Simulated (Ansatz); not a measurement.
# RbLuS3: the cost of one run

Computed with Ansatz 0.2.0 (reference: DFT PBE, plane waves, PAW, scalar-relativistic, no spin polarisation, unless a step's input says otherwise).

### 1 Starting point

It takes space group P6_3/mmc (No. 194, hexagonal). The conventional cell has a = 7.189 Å, b = 7.189 Å, c = 6.095 Å, α = 90.00°, β = 90.00°, γ = 120.00°. Lu (site symmetry -3m) is surrounded by 6 S at 2.57 Å. Rb (site symmetry -6m2) is surrounded by 12 S at 3.59 to 3.69 Å. Around S (site symmetry mm2) lie 2 Lu at 2.57 Å and 4 Rb at 3.59 to 3.69 Å.

Structure file:

```xyz
10
Lattice="7.1894 0.0000 0.0000 -3.5947 6.2262 0.0000 0.0000 0.0000 6.0947" Properties=species:S:1:pos:R:3 pbc="T T T"
Lu    0.0000    0.0000    0.0000
Lu    0.0000    0.0000    3.0474
Rb   -0.0004    4.1510    4.5710
Rb    3.5944    2.0752    1.5237
S     0.0000    2.0746    1.5237
S     5.3928    1.0373    4.5710
S     1.7981    5.1889    1.5237
S     3.5947    4.1516    4.5710
S    -1.7981    5.1889    1.5237
S     1.7966    1.0373    4.5710
```

### 2 The reference run

Input file input.yaml:

```yaml
crystal:
  lattice:
    - [7.189426, 0.0, 0.0]
    - [-3.594713, 6.226229, 0.0]
    - [0.0, 0.0, 6.094707]
  atoms:
    - { symbol: Lu, position: [0.0, 0.0, 0.0] }
    - { symbol: Lu, position: [0.0, 0.0, 0.5] }
    - { symbol: Rb, position: [0.3333, 0.6667, 0.75] }
    - { symbol: Rb, position: [0.6666, 0.3333, 0.25] }
    - { symbol: S, position: [0.1666, 0.3332, 0.25] }
    - { symbol: S, position: [0.8334, 0.1666, 0.75] }
    - { symbol: S, position: [0.6668, 0.8334, 0.25] }
    - { symbol: S, position: [0.8334, 0.6668, 0.75] }
    - { symbol: S, position: [0.1666, 0.8334, 0.25] }
    - { symbol: S, position: [0.3332, 0.1666, 0.75] }
  symmetry: { tolerance: 0.0003 }
kpoints:
  mp_grid: { grid: [3, 3, 3], shift: [0, 0, 0] }
magnetization:
  spin_polarized: false
scf:
  occupations: { method: fermi_dirac }
hamiltonian:
  pseudopotentials: { kind: paw }
  xc: pbe
basis:
  ecutwfc: 420
output:
  forces: true
  stress: true
  eigenvalues: true
```

The run is started by

```
$ ansatz run input.yaml --threads 1 --pin off --max-ram 2560MiB --backend cpu --events-out ev --progress --plain --runs-dir out
```

Q: Estimate wall time and peak memory on 1 thread of Arm Neoverse V2, shared host.

About 7 s, with a peak of 0.52 GiB.
